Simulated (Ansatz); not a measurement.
# GaBGeH (quartet): wave-function methods side by side, cc-pVDZ

One table from this session's results is given with a row withheld; the runs are named, their logs left out.

Computed with Ansatz 0.2.0, Gaussian basis. Level: cc-pVDZ, core rule «outside noble gas», up to 29 orbitals frozen.

Plan: UHF; CCSD(T) on ROHF; CCSD(T) on UHF; BCCD(T) on ROHF; CISD as a restricted active space (open shells left free, so some higher excitations enter); CCSDT(Q) on ROHF; CCSDT(Q) on UHF.

30 further runs of the same task are left out: 1 for a known fault of the program, 17 that didn't finish, 12 set aside as unsound or not needed. Runs told in other sessions of the task aren't counted.

**The system**

The geometry is a PBE0/def2-TZVP stationary point (not a proven minimum) of the parent state, kept for this charge and spin. No spin-orbit coupling is included. The filled d shell of Ge, Ga may be among the frozen orbitals whatever the setting's name suggests.

4 atoms, charge 0, spin multiplicity 4.

Atoms are counted from 1 here; the program's logs count them from 0.

Bond lengths: B1–Ge2 1.905 Å, B1–Ga3 2.267 Å, B1–H4 1.191 Å, Ge2–Ga3 2.453 Å. Angles: Ge2–B1–Ga3 71.4°, Ge2–B1–H4 173.7°, Ga3–B1–H4 114.9°, B1–Ge2–Ga3 61.2°, B1–Ga3–Ge2 47.4°.

Set-up of the first run:

in.yaml

```yaml
crystal:
  periodic: [false, false, false]
  atoms:
    - {symbol: B, position_ang: [0.000000, 1.527222, 0.299579]}
    - {symbol: Ge, position_ang: [0.000000, -0.162376, 1.179334]}
    - {symbol: Ga, position_ang: [0.000000, -0.105776, -1.273239]}
    - {symbol: H, position_ang: [0.000000, 2.638250, -0.130505]}
basis:
  gaussian: {orbitals: cc-pVDZ}
magnetization: {spin_polarized: true, initial_magnetization: 3}
hamiltonian: {xc: hf}
output: {orbitals: {seedname: orbitals}}
```

On the command line:

```console
ansatz run in.yaml --threads 1 --pin off --events-out ev --progress --plain --max-ram 2393MiB
```

Steps of the session up to this table: UHF; CCSD(T) on ROHF; CCSD(T) on UHF; BCCD(T) on ROHF; CISD as a restricted active space (open shells left free, so some higher excitations enter); CCSDT(Q) on ROHF; CCSDT(Q) on UHF.

One table of the session follows, with a row left open; its other results are not shown here.

It belongs to the step «Misses and costs». 

| method | from UCCSDT(Q) (meV) |
| --- | --- |
| ROHF | +6363.3 |
| UHF | +6159.3 |
| RMP2 | +1225.6 |
| UMP2 | ? |
| RCCSD | +360.1 |
| UCCSD | +337.9 |
| RCCSD(T) | +75.2 |
| UCCSD(T) | +65.6 |
| BCCD(T) | +75.0 |
| RCCSDT | +34.5 |
| UCCSDT | +21.6 |
| RCCSDT(Q) | +12.5 |
| UCCSDT(Q) | 0 |

Q: Estimate the row for UMP2 from the others.

As computed: from UCCSDT(Q) (meV): +1294.5. In the column «from UCCSDT(Q) (meV)» it lies between RMP2 (+1225.6) and UHF (+6159.3).

Not comparable, so not listed: CISD as a restricted active space (open shells left free, so some higher excitations enter) (they don't share determinant, frozen orbitals or solution with the rows shown, or repeat one).

Caveats from the session: Restricted and unrestricted rows rest on different reference determinants; a gap between their highest levels can come from leftover correlation error, from unlike frozen cores or from another state.
